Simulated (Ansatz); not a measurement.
# The Cu+ ion: a ladder of functionals and wavefunction methods

The task here is to estimate one member of a computed series from the others.

The runs use Ansatz 0.2.0, Gaussian basis; functionals in def2-TZVPP, the program's frozen cores in correlated methods.

The runs, in order: LDA (SPW92), PBE, revPBE, BLYP, r2SCAN, B97M-V, PBE0, B3LYP, r2SCANh, r2SCAN0, HSE06, BHLYP, CAM-B3LYP, LC-ωPBE, ωB97X-V, ωB97M-V, B2PLYP, PBE-QIDH; CCSD(T)/def2-SVP; CCSD(T)/def2-TZVPP; CCSD(T)/def2-QZVPP; extrapolation to the limit; RPA on PBE.

## The atom

SMILES `[Cu+]`, 1 atom, charge 1, spin multiplicity 1.

Set-up of the first run:

in.yaml reads:

```yaml
crystal:
  periodic: [false, false, false]
  atoms:
    - {symbol: Cu, position_ang: [0.000000, 0.000000, 0.000000]}
basis:
  gaussian: {orbitals: def2-TZVPP}
total_charge: 1
hamiltonian: {xc: lda}
output: {orbitals: {seedname: orbitals}}
```

Steps of the session up to this table: LDA; PBE (GGA); revPBE (GGA); BLYP (GGA); r2SCAN (meta-GGA); B97M-V (meta-GGA); PBE0 (hybrid); B3LYP (hybrid); r2SCANh (hybrid); r2SCAN0 (hybrid); HSE06 (hybrid); BHLYP (hybrid); CAM-B3LYP (range-separated); LC-ωPBE (range-separated); ωB97X-V (range-separated); ωB97M-V (range-separated); B2PLYP (double hybrid); PBE-QIDH (double hybrid).

One table of the session follows, with a row left open; its other results are not shown here.

It belongs to the step «Frontier levels by functional». Levels, from each run's orbital file:

```
 functional  HOMO (eV)  LUMO (eV)  gap (eV)
LDA (SPW92)     -14.14     -11.80      2.33
        PBE     -13.77     -11.54      2.22
     revPBE     -13.63     -11.39      2.24
       BLYP     -13.83     -11.77      2.06
     r2SCAN     -13.77     -10.96      2.81
     B97M-V     -13.92     -11.22      2.70
       PBE0     -15.98     -10.16      5.81
      B3LYP     -15.76     -10.81      4.95
    r2SCANh     -14.67     -10.49      4.18
    r2SCAN0     -16.05      -9.82      6.23
      HSE06          ?          ?         ?
      BHLYP     -18.33      -9.22      9.11
  CAM-B3LYP     -17.70      -9.34      8.36
    LC-ωPBE     -18.73      -7.65     11.08
    ωB97X-V     -18.53      -7.85     10.68
    ωB97M-V     -18.63      -8.15     10.48
```

**Question.** Estimate the row for HSE06.

**Answer.** HOMO (eV): -15.55; LUMO (eV): -10.54; gap (eV): 5.01. In the column «HOMO (eV)» it lies between B3LYP (-15.76) and r2SCANh (-14.67).
